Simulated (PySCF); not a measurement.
# H9NP2Si2: a tour of settings, part 2 of 2

PySCF 2.14.0. Atoms count from 0.

## 5. Nuclear shieldings: HF/pcSseg-1

Job settings and geometry (Å):

```
{"job": {"kind": "nmr", "xc": "HF", "basis": "pcSseg-1", "pop": false, "grid": 1}, "charge": 0, "multiplicity": 1}
Si    -2.382630     0.240132     0.172167
N     -0.966120    -0.590432     0.735191
Si     0.668819    -0.034862     0.745334
P      1.078701     0.975042    -1.227373
P      1.921823    -1.876814     1.073725
H     -3.507097    -0.555826     0.655280
H     -2.353121     1.582768     0.754921
H     -2.364967     0.338060    -1.289178
H     -1.103368    -1.536061     1.051472
H      0.856905     0.872666     1.894547
H      0.383213     2.125579    -0.902225
H      2.288731     1.522383    -0.830995
H      2.489228    -1.876941    -0.186844
H      2.989207    -1.186166     1.611838
```

With the program's defaults for keys left out, this is: GIAO HF/pcSseg-1 NMR shielding, non-relativistic, gas phase.

Output:

```text
final grid: 53016 points
cycle   1  E = -1318.9179906065  dE =  2.026e-01  |g| = 4.107e-01  |ddm| = 3.284e+00
cycle   2  E = -1318.9811438070  dE = -6.315e-02  |g| = 1.538e-01  |ddm| = 5.757e-01
cycle   3  E = -1318.9884490691  dE = -7.305e-03  |g| = 6.302e-02  |ddm| = 2.082e-01
cycle   4  E = -1318.9898882084  dE = -1.439e-03  |g| = 1.303e-02  |ddm| = 9.667e-02
cycle   5  E = -1318.9899714175  dE = -8.321e-05  |g| = 3.619e-03  |ddm| = 2.556e-02
cycle   6  E = -1318.9899806595  dE = -9.242e-06  |g| = 1.052e-03  |ddm| = 1.101e-02
cycle   7  E = -1318.9899814808  dE = -8.213e-07  |g| = 2.814e-04  |ddm| = 3.353e-03
cycle   8  E = -1318.9899815408  dE = -5.999e-08  |g| = 6.017e-05  |ddm| = 1.012e-03
cycle   9  E = -1318.9899815440  dE = -3.218e-09  |g| = 1.527e-05  |ddm| = 2.328e-04
cycle  10  E = -1318.9899815442  dE = -2.201e-10  |g| = 4.095e-06  |ddm| = 5.880e-05
converged SCF energy = -1318.9899815442

GIAO shielding tensors (ppm)
atom      isotropic    diamagn.    paramagn.     s11        s22        s33       span
  0 Si     445.865     876.104    -430.239    413.237    435.773    488.584     75.347
  1 N      269.209     329.433     -60.223    238.855    277.818    290.955     52.100
  2 Si     403.030     877.323    -474.292    367.469    395.463    446.159     78.690
  3 P      618.233     967.253    -349.019    570.060    616.313    668.328     98.268
  4 P      619.346     966.452    -347.105    571.291    637.159    649.589     78.298
  5 H       27.913      29.050      -1.137     23.981     25.865     33.891      9.910
  6 H       27.932      29.955      -2.023     24.514     26.238     33.043      8.530
  7 H       27.933      30.083      -2.150     23.873     27.100     32.826      8.953
  8 H       32.166      33.480      -1.314     21.739     30.384     44.376     22.636
  9 H       26.892      30.492      -3.599     23.803     24.848     32.026      8.223
 10 H       30.617      32.396      -1.779     24.905     28.462     38.484     13.579
 11 H       31.246      31.613      -0.367     25.848     28.242     39.647     13.800
 12 H       31.113      31.893      -0.780     25.534     29.417     38.390     12.856
 13 H       31.210      31.125       0.084     26.278     27.538     39.812     13.534
```

Wall time 17 s (1 thread of Arm Neoverse N1, shared host); peak memory 0.8 GiB.

This run: δ Si2 -9.7, Si0 -52.6, N1 -1.6, P3 0.9, H9 5.26, H5 4.23 ppm (means over like atoms).

## 6. Excited states and response: B97-D/6-311+G(2d,p)

Settings changed since step 5:

```diff
@@ -1,2 +1,2 @@
-{"job": {"kind": "nmr", "xc": "HF", "basis": "pcSseg-1", "pop": false, "grid": 1}, "charge": 0, "multiplicity": 1}
+{"job": {"kind": "uv", "xc": "B97-D", "basis": "6-311+G(2d,p)", "nstates": 6, "ntriplets": 5, "tda": false, "scf": {"max_cycle": 8}}, "charge": 0, "multiplicity": 1}
 Si    -2.382630     0.240132     0.172167
```

Level: TDDFT B97-D/6-311+G(2d,p), vertical, gas phase, core orbitals frozen in the response.

Output:

```text
final grid: 107048 points
cycle   1  E = -1321.8205718167  dE =  1.271e-01  |g| = 6.116e-01  |ddm| = 3.018e+00
cycle   2  E = -1321.5754809525  dE =  2.451e-01  |g| = 1.168e+00  |ddm| = 1.811e+00
cycle   3  E = -1321.8927974549  dE = -3.173e-01  |g| = 1.616e-01  |ddm| = 1.628e+00
cycle   4  E = -1321.8995322930  dE = -6.735e-03  |g| = 6.251e-02  |ddm| = 3.132e-01
cycle   5  E = -1321.9005374139  dE = -1.005e-03  |g| = 1.718e-02  |ddm| = 1.149e-01
cycle   6  E = -1321.9006287362  dE = -9.132e-05  |g| = 6.936e-03  |ddm| = 3.511e-02
cycle   7  E = -1321.9006446489  dE = -1.591e-05  |g| = 1.044e-03  |ddm| = 1.051e-02
cycle   8  E = -1321.9006450159  dE = -3.669e-07  |g| = 3.244e-04  |ddm| = 2.435e-03
SCF not converged, last energy = -1321.9006450159
```

Wall time 32 s (1 thread of Arm Neoverse N1, shared host); peak memory 0.69 GiB.

Why it failed: The cap of 8 cycles ended the SCF at a gradient of 3.2e-04. The remedy is to raise the cap. Numbers printed on the way are no properties of the molecule.

## 7. Run by run: NMR shifts

Shifts (ppm) of some atoms, chosen among heavy atoms and hydrogens apart, means over like atoms, with basis size and wall time:

```
            run    H9    H5   H10    Si2    Si0    N1    P3  functions  time
wB97X-D/cc-pVDZ  5.93  4.65  1.01  -12.4  -51.3   5.7  10.3        131  46 s
revPBE/pcSseg-1  6.36  4.84  1.35  -12.2  -62.7  14.6  20.6        158  37 s
    HF/pcSseg-1  5.26  4.23  1.10   -9.7  -52.6  -1.6   0.9        158  17 s
```

## 8. Summary of results

What follows sums up all 2 parts.

```
                                                                 quantity                                            value
 ¹H shifts against TMS (wB97X-D/cc-pVDZ, means over atoms taken as alike)                      5.93, 4.65, 1.01, -0.19 ppm
                                ²⁹Si shifts against TMS (wB97X-D/cc-pVDZ)                                 -12.4, -51.3 ppm
                                 ¹⁵N shifts against NH3 (wB97X-D/cc-pVDZ)                                          5.7 ppm
³¹P shifts against PH3 (wB97X-D/cc-pVDZ, means over atoms taken as alike)                                         10.3 ppm
                            largest coupling of the table (wB97X-D/3-21G)                         ¹J(P,H) P3–H10, 121.3 Hz
                                                 range of the shift of P3                                  0.9 to 20.6 ppm
                                            property runs in this session  5, of which 1 failed and 0 gave unsound results
```

Single values in the summary come from the first run of each kind that ended normally (wB97X-D/cc-pVDZ; wB97X-D/3-21G), which need not be the best level. At wB97X-D/cc-pVDZ: The largest span, 91 ppm, is at Si2, where the paramagnetic term is -453 ppm. In the run at wB97X-D/3-21G, the largest coupling of the table is P3–H10 (mean over like pairs), 121.3 Hz, of which the Fermi-contact term gives 115.1 Hz. Couplings across rotatable bonds belong to this one conformer; where others are populated, the observed values are averages. In ppm, P3 (with its like atoms) moves most: its shift spreads over 19.8 ppm, from 0.9 (HF/pcSseg-1) to 20.6 (revPBE/pcSseg-1). Couplings from bases without tight functions are rough.
